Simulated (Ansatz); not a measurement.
**CH7AlOSi: basis-set convergence**

The task here is to estimate one member of a computed series from the others.

The runs use Ansatz 0.2.0, Gaussian basis; one geometry, several basis sets.

The runs, in order: PBE0-D4/def2-SVP; ωB97M-V/def2-SVP; PBE0-D4/def2-QZVPP; ωB97M-V/def2-QZVPP; the functionals' def2-TZVPP values are taken from earlier runs.

### The geometry

An earlier PBE0-D4 in a triple-zeta def2 set relaxation fixed the geometry.

SMILES `CO[SiH2][AlH2]`, 11 atoms, charge 0, spin multiplicity 1.

Atoms are counted from 1 here; the program's logs count them from 0.

Bond lengths: C1–O2 1.409 Å, C1–H5 1.092 Å, C1–H6 1.097 Å, C1–H7 1.097 Å, O2–Si3 1.654 Å, Si3–Al4 2.459 Å, Si3–H8 1.500 Å, Si3–H9 1.500 Å, Al4–H10 1.588 Å, Al4–H11 1.591 Å. Angles: O2–C1–H5 108.4°, O2–C1–H6 111.4°, O2–C1–H7 111.4°, H5–C1–H6 108.6°, H5–C1–H7 108.6°, H6–C1–H7 108.4°, C1–O2–Si3 121.6°, O2–Si3–Al4 108.9°, O2–Si3–H8 109.6°, O2–Si3–H9 109.5°, Al4–Si3–H8 112.1°, Al4–Si3–H9 112.1°, H8–Si3–H9 104.5°, Si3–Al4–H10 122.1°, Si3–Al4–H11 118.8°, H10–Al4–H11 119.1°.

Geometry (Å):

```mol
CH7AlOSi
  3D, bonds by distance, orders not assigned

 11 10  0  0  0  0  0  0  0  0999 V2000
    0.6584    1.9806   -0.3806 C   0  0
   -0.0886    0.7917   -0.4942 O   0  0
    0.2205   -0.5200    0.4656 Si  0  0
   -1.3484   -2.3207   -0.1180 Al  0  0
    0.2722    2.7010   -1.1040 H   0  0
    1.7204    1.8077   -0.5929 H   0  0
    0.5719    2.4135    0.6234 H   0  0
    1.6508   -0.9399    0.2974 H   0  0
    0.1132   -0.1225    1.9082 H   0  0
   -2.4469   -2.1471   -1.2510 H   0  0
   -1.2580   -3.7013    0.6667 H   0  0
  1  2  8  0
  2  3  8  0
  3  4  8  0
  1  5  8  0
  1  6  8  0
  1  7  8  0
  3  8  8  0
  3  9  8  0
  4 10  8  0
  4 11  8  0
M  END
```

The first run:

The input, in.yaml:

```yaml
crystal:
  periodic: [false, false, false]
  atoms:
    - {symbol: C, position_ang: [0.658438, 1.980611, -0.380575]}
    - {symbol: O, position_ang: [-0.088620, 0.791662, -0.494169]}
    - {symbol: Si, position_ang: [0.220458, -0.519978, 0.465606]}
    - {symbol: Al, position_ang: [-1.348423, -2.320697, -0.117992]}
    - {symbol: H, position_ang: [0.272192, 2.701010, -1.104017]}
    - {symbol: H, position_ang: [1.720375, 1.807703, -0.592870]}
    - {symbol: H, position_ang: [0.571899, 2.413457, 0.623378]}
    - {symbol: H, position_ang: [1.650751, -0.939946, 0.297392]}
    - {symbol: H, position_ang: [0.113207, -0.122519, 1.908177]}
    - {symbol: H, position_ang: [-2.446901, -2.147060, -1.251021]}
    - {symbol: H, position_ang: [-1.257977, -3.701341, 0.666691]}
basis:
  gaussian: {orbitals: def2-SVP}
hamiltonian: {xc: pbe0, dispersion: d4}
output: {orbitals: {seedname: orbitals}}
```

The run is started by

```console
$ ansatz run in.yaml --threads 2 --pin off --events-out ev --progress --plain --max-ram 4352MiB
```

Among the steps run: PBE0-D4 in def2-SVP; ωB97M-V in def2-SVP; PBE0-D4 in def2-QZVPP; ωB97M-V in def2-QZVPP.

One table of the session follows, with a row left open; its other results are not shown here.

It belongs to the step «Density functionals: the series». 

| functional | basis | HOMO (eV) | LUMO (eV) |
| --- | --- | --- | --- |
| PBE0-D4 | def2-SVP | -7.40 | -2.01 |
| PBE0-D4 | def2-TZVPP | ? | ? |
| PBE0-D4 | def2-QZVPP | -7.44 | -2.04 |
| ωB97M-V | def2-SVP | -9.38 | -0.31 |
| ωB97M-V | def2-TZVPP | -9.43 | -0.38 |
| ωB97M-V | def2-QZVPP | -9.45 | -0.48 |

**Question.** Estimate the row for PBE0-D4, def2-TZVPP.

As computed: HOMO (eV): -7.43; LUMO (eV): -2.02. In the column «HOMO (eV)» it lies between PBE0-D4, def2-QZVPP (-7.44) and PBE0-D4, def2-SVP (-7.40).
